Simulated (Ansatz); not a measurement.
# CoO: the cost of one run

Program: Ansatz 0.2.0. Level of theory: DFT PBE+U (U_eff = 1 eV on Co d), plane waves, PAW. These are calculated values, not measurements.

3 further runs of the same task are left out: 3 that didn't finish.

## Step 1: Starting point

It takes space group Fm-3m (No. 225, cubic). Conventional cell: a = 4.263 Å, b = 4.263 Å, c = 4.263 Å, α = 90.00°, β = 90.00°, γ = 90.00°. Co (site symmetry m-3m) has 6 O at 2.13 Å as nearest neighbours. Around O (site symmetry m-3m) lie 6 Co at 2.13 Å.

Structure file:

```
CELL_PARAMETERS angstrom
0.00000 2.13150 2.13150
2.13150 0.00000 2.13150
4.26300 4.26300 0.00000
ATOMIC_POSITIONS crystal
Co 0.00000 0.00000 0.00000
O 0.50000 0.50000 0.25000
Co 0.00000 0.00000 0.50000
O 0.50000 0.50000 0.75000
```

An earlier series on this cell reached its lowest free state from «antiferromagnetic start, free», perhaps among other starts.

## Step 2: Total moment held at first, then free, 3.00 μB per cell

File input.yaml:

```yaml
crystal:
  lattice:
    - [0.0, 2.13150166, 2.13150166]
    - [2.13150166, 0.0, 2.13150166]
    - [4.26300332, 4.26300332, 0.0]
  atoms:
    - { symbol: Co, position: [0.0, 0.0, 0.0], spin: 1.5 }
    - { symbol: O, position: [0.5, 0.5, 0.25] }
    - { symbol: Co, position: [0.0, 0.0, 0.5], spin: 1.5 }
    - { symbol: O, position: [0.5, 0.5, 0.75] }
basis:
  ecutwfc: 420
  ecutrho_ratio: 4
kpoints:
  mp_grid: { grid: [8, 8, 8] }
hamiltonian:
  xc: pbe
  hubbard:
    sites: [{ site: 0, l: d, u_eff: 1.0 }, { site: 2, l: d, u_eff: 1.0 }]
scf:
  occupations: { method: gaussian, width: 0.05 }
  lower_state_search: "off"
  max_iter: 150
output:
  forces: true
  stress: true
  eigenvalues: true
  populations: true
  hubbard: { sites: [{ site: 0, l: d }, { site: 2, l: d }] }
magnetization:
  spin_polarized: true
  initial_magnetization: 3.0
  spin_locking: { lock_magnetization: soft, n_iters: 12 }
```

The lock is temporary (n_iters 12) and is released on the way.

The run is started by

```bash
$ ansatz run input.yaml --threads 2 --pin off --max-ram 3072MiB --backend cpu --events-out ev --progress --plain --runs-dir out
```

What time and memory should one allow on 2 threads of Intel Xeon Platinum 8259CL at 2.50GHz (Skylake/Cascade Lake), shared host?

About 18 s, with a peak of 0.52 GiB.
